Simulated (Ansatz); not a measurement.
# CH₄FGaTe: up Jacob's ladder to CCSD(T)

How much do the methods differ for CH₄FGaTe? The plan is to run it at one geometry with functionals of several rungs and with coupled cluster. The yardstick is the atomisation energy at the CCSD(T) limit.

The runs use Ansatz 0.2.0, Gaussian basis; functionals in def2-TZVPP, the program's frozen cores in correlated methods.

Levels to be run: LDA (SPW92), PBE-D4, revPBE-D4, BLYP-D4, r2SCAN-D4, B97M-V, PBE0-D4, B3LYP-D4, r2SCANh-D4, r2SCAN0-D4, HSE06-D4, BHLYP-D4, CAM-B3LYP-D4, LC-ωPBE, ωB97X-V, ωB97M-V, B2PLYP, PBE-QIDH; CCSD(T)/def2-SVP; CCSD(T)/def2-TZVPP; MP2/def2-QZVPP; extrapolation to the limit; RPA on PBE.

### 1 The geometry

An earlier PBE0-D4 in a triple-zeta def2 set relaxation fixed the geometry. Te takes the def2 core potential; no spin-orbit term is included.

SMILES `[CH3][Ga]([F])[TeH]`, 8 atoms, charge 0, spin multiplicity 1.

Atoms are counted from 1 here; the program's logs count them from 0.

Bond lengths: C1–Ga2 1.951 Å, C1–H5 1.092 Å, C1–H6 1.089 Å, C1–H7 1.092 Å, Ga2–F3 1.764 Å, Ga2–Te4 2.510 Å, Te4–H8 1.659 Å. Angles: Ga2–C1–H5 109.2°, Ga2–C1–H6 111.4°, Ga2–C1–H7 109.2°, H5–C1–H6 109.3°, H5–C1–H7 108.2°, H6–C1–H7 109.5°, C1–Ga2–F3 117.4°, C1–Ga2–Te4 132.0°, F3–Ga2–Te4 110.6°, Ga2–Te4–H8 90.2°.

Geometry (Å):

```csv
atom,x (Å),y (Å),z (Å)
C1,0.13427,1.08776,-0.64191
Ga2,0.24405,-0.24980,0.77394
F3,1.06787,0.21057,2.26413
Te4,-0.59124,-2.61261,0.92189
H5,-0.43718,1.94527,-0.28120
H6,-0.34513,0.68386,-1.53281
H7,1.14033,1.42904,-0.89270
H8,-1.21298,-2.49409,-0.61135
```

### 2 LDA

This LDA is Slater exchange with PW92 correlation.

The input, in.yaml:

```yaml
crystal:
  periodic: [false, false, false]
  atoms:
    - {symbol: C, position_ang: [0.134274, 1.087764, -0.641913]}
    - {symbol: Ga, position_ang: [0.244054, -0.249803, 0.773941]}
    - {symbol: F, position_ang: [1.067873, 0.210568, 2.264127]}
    - {symbol: Te, position_ang: [-0.591241, -2.612611, 0.921894]}
    - {symbol: H, position_ang: [-0.437181, 1.945268, -0.281200]}
    - {symbol: H, position_ang: [-0.345127, 0.683860, -1.532809]}
    - {symbol: H, position_ang: [1.140332, 1.429044, -0.892701]}
    - {symbol: H, position_ang: [-1.212985, -2.494089, -0.611349]}
basis:
  gaussian: {orbitals: def2-TZVPP}
hamiltonian: {xc: lda}
output: {orbitals: {seedname: orbitals}}
```

Started as:

```sh
$ ansatz run in.yaml --threads 4 --pin off --events-out ev --progress --plain --max-ram 10444MiB
```

Further steps of the session: PBE-D4 (GGA); revPBE-D4 (GGA); BLYP-D4 (GGA); r2SCAN-D4 (meta-GGA); B97M-V (meta-GGA); PBE0-D4 (hybrid); B3LYP-D4 (hybrid); r2SCANh-D4 (hybrid); r2SCAN0-D4 (hybrid); HSE06-D4 (hybrid); BHLYP-D4 (hybrid); CAM-B3LYP-D4 (range-separated); LC-ωPBE (range-separated); ωB97X-V (range-separated); ωB97M-V (range-separated); B2PLYP (double hybrid); PBE-QIDH (double hybrid); CCSD(T) in def2-SVP; CCSD(T) in def2-TZVPP; MP2 in def2-QZVPP; RPA on PBE orbitals.

Q: Predict the results of all the runs planned. Wanted: atomisation energy, CCSD(T)/CBS; farthest beyond LDA; mean size of error, GGA; mean size of error, meta-GGA; mean size of error, hybrid; mean size of error, range-separated; mean size of error, double hybrid; gap, smallest and largest; T1 diagnostic.

The runs gave:

| quantity | value |
| --- | --- |
| atomisation energy, CCSD(T)/CBS | 2582.5 kJ/mol |
| functionals within 25.8 kJ/mol (1.0 %) | PBE-D4, r2SCAN-D4, ωB97X-V |
| farthest beyond LDA | BHLYP-D4 (-111.4 kJ/mol) |
| mean size of error, GGA | 40.1 kJ/mol |
| mean size of error, meta-GGA | 20.2 kJ/mol |
| mean size of error, hybrid | 52.8 kJ/mol |
| mean size of error, range-separated | 33.1 kJ/mol |
| mean size of error, double hybrid | 46.9 kJ/mol |
| gap, smallest and largest | 4.10 eV (LDA (SPW92)), 10.46 eV (LC-ωPBE) |
| T1 diagnostic | 0.0125 |
| triples share of the correlation energy | 3.1 % |

LDA overbinds by 348.4 kJ/mol (13 %). PBE-D4 misses by +8.9 kJ/mol. Double hybrids carry the basis error of their MP2 part in triple zeta, and no dispersion term here, so their miss is partly the set-up's. By mean error the best rung here is meta-GGA (20.2 kJ/mol) and the worst beyond LDA is hybrid (52.8 kJ/mol). double hybrid functionals lie within the reference's doubt of that worst mean (46.9 kJ/mol), so those two tie. The gap between the best rungs is small, so their order is not settled. The mean of the hybrids holds BHLYP, with half exact exchange. Misses under about 25.8 kJ/mol are within the doubt on the reference itself, which lacks core-valence correlation, spin-orbit coupling and higher excitations, and its outer-core shells are covered unevenly. All levels share the lack of spin-orbit coupling, which lowers the free heavy atoms and so the true binding. Hartree-Fock recovers 72 % of the binding; the rest is correlation. CCSD(T) in def2-SVP is off by -166.9 kJ/mol, worse than the median functional, from the basis alone. Orbital gaps span 4.1 to 10.5 eV; exact exchange widens them. Correlated methods include outer-core shells of Ga, Te, which these sets cover unevenly.
